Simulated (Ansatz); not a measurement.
# CH₃BFGa: a ladder of functionals and wavefunction methods

How much do the methods differ for CH₃BFGa? The plan is to run it at one geometry with functionals of several rungs and with coupled cluster, and see how far each lands from CCSD(T) at the basis-set limit for the atomisation energy.

Method: functionals in def2-TZVPP, the program's frozen cores in correlated methods; program: Ansatz 0.2.0, Gaussian basis.

Levels to be run: LDA (SPW92), PBE-D4, revPBE-D4, BLYP-D4, r2SCAN-D4, B97M-V, PBE0-D4, B3LYP-D4, r2SCANh-D4, r2SCAN0-D4, HSE06-D4, BHLYP-D4, CAM-B3LYP-D4, LC-ωPBE, ωB97X-V, ωB97M-V, B2PLYP, PBE-QIDH; CCSD(T)/def2-SVP; CCSD(T)/def2-TZVPP; MP2/def2-QZVPP; extrapolation to the limit; RPA on PBE.

## 1. The relaxed structure

The geometry comes from an earlier relaxation with PBE0-D4 in a triple-zeta def2 set; it is a stationary point, not always the lowest conformer.

7 atoms, charge 0, spin multiplicity 1.

Atoms are counted from 1 here; the program's logs count them from 0.

Bond lengths: F1–C2 1.405 Å, C2–B3 1.448 Å, C2–Ga4 2.379 Å, C2–H5 1.084 Å, B3–Ga4 2.396 Å, B3–H6 1.219 Å, B3–H7 1.195 Å. Angles: F1–C2–B3 120.7°, F1–C2–Ga4 73.5°, F1–C2–H5 108.4°, B3–C2–Ga4 73.0°, B3–C2–H5 130.8°, Ga4–C2–H5 122.0°, C2–B3–Ga4 71.7°, C2–B3–H6 118.9°, C2–B3–H7 120.9°, Ga4–B3–H6 73.0°, Ga4–B3–H7 122.4°, H6–B3–H7 120.0°, C2–Ga4–B3 35.3°.

## 2. LDA

This LDA is Slater exchange with PW92 correlation.

Contents of in.yaml:

```yaml
crystal:
  periodic: [false, false, false]
  atoms:
    - {symbol: F, position_ang: [-0.990178, -1.421256, 0.147072]}
    - {symbol: C, position_ang: [0.184012, -0.743890, -0.223030]}
    - {symbol: B, position_ang: [0.538438, 0.515460, 0.398575]}
    - {symbol: Ga, position_ang: [-1.617919, 0.758431, -0.617540]}
    - {symbol: H, position_ang: [0.658059, -1.295732, -1.027033]}
    - {symbol: H, position_ang: [-0.203118, 0.984401, 1.245134]}
    - {symbol: H, position_ang: [1.492006, 1.134586, 0.031322]}
basis:
  gaussian: {orbitals: def2-TZVPP}
hamiltonian: {xc: lda}
output: {orbitals: {seedname: orbitals}}
```

On the command line:

```console
ansatz run in.yaml --threads 2 --pin off --events-out ev --progress --plain --max-ram 4352MiB
```

Further steps of the session: PBE-D4 (GGA); revPBE-D4 (GGA); BLYP-D4 (GGA); r2SCAN-D4 (meta-GGA); B97M-V (meta-GGA); PBE0-D4 (hybrid); B3LYP-D4 (hybrid); r2SCANh-D4 (hybrid); r2SCAN0-D4 (hybrid); HSE06-D4 (hybrid); BHLYP-D4 (hybrid); CAM-B3LYP-D4 (range-separated); LC-ωPBE (range-separated); ωB97X-V (range-separated); ωB97M-V (range-separated); B2PLYP (double hybrid); PBE-QIDH (double hybrid); CCSD(T) in def2-SVP; CCSD(T) in def2-TZVPP; MP2 in def2-QZVPP; RPA on PBE orbitals.

**Question.** What will the summary of the whole plan be? Wanted: atomisation energy, CCSD(T)/CBS; farthest beyond LDA; mean size of error, GGA; mean size of error, meta-GGA; mean size of error, hybrid; mean size of error, range-separated; mean size of error, double hybrid; gap, smallest and largest; T1 diagnostic.

The runs gave:

| quantity | value |
| --- | --- |
| atomisation energy, CCSD(T)/CBS | 562.1 kcal/mol |
| functionals within 5.6 kcal/mol (1.0 %) | revPBE-D4, BLYP-D4, B97M-V, PBE0-D4, B3LYP-D4, r2SCANh-D4, r2SCAN0-D4, HSE06-D4, CAM-B3LYP-D4, LC-ωPBE, ωB97X-V, ωB97M-V, B2PLYP, PBE-QIDH |
| farthest beyond LDA | PBE-D4 (+20.5 kcal/mol) |
| mean size of error, GGA | 10.0 kcal/mol |
| mean size of error, meta-GGA | 6.1 kcal/mol |
| mean size of error, hybrid | 6.5 kcal/mol |
| mean size of error, range-separated | 2.3 kcal/mol |
| mean size of error, double hybrid | 3.2 kcal/mol |
| gap, smallest and largest | 2.81 eV (BLYP-D4), 9.05 eV (LC-ωPBE) |
| T1 diagnostic | 0.0156 |
| triples share of the correlation energy | 4.0 % |

The LDA atomisation energy is off by 95.8 kcal/mol (17 %): it overbinds. PBE-D4 is off by +20.5 kcal/mol. Double hybrids carry the basis error of their MP2 part in triple zeta, and no dispersion term here, so their miss is partly the set-up's. The rungs range-separated, double hybrid miss on average by less than the doubt on the reference (5.6 kcal/mol), so they tie. Misses under about 5.6 kcal/mol are within the doubt on the reference itself, which lacks core-valence correlation, relativity and higher excitations, and its outer-core shells are covered unevenly. Hartree-Fock recovers 72 % of the binding; the rest is correlation. CCSD(T) in def2-SVP is off by -28.2 kcal/mol, so the small basis spoils what the method gains. The gap grows from 2.8 to 9.1 eV across the functionals, mostly with the share of exact exchange. Correlated methods include outer-core shells of Ga, which these sets cover unevenly.
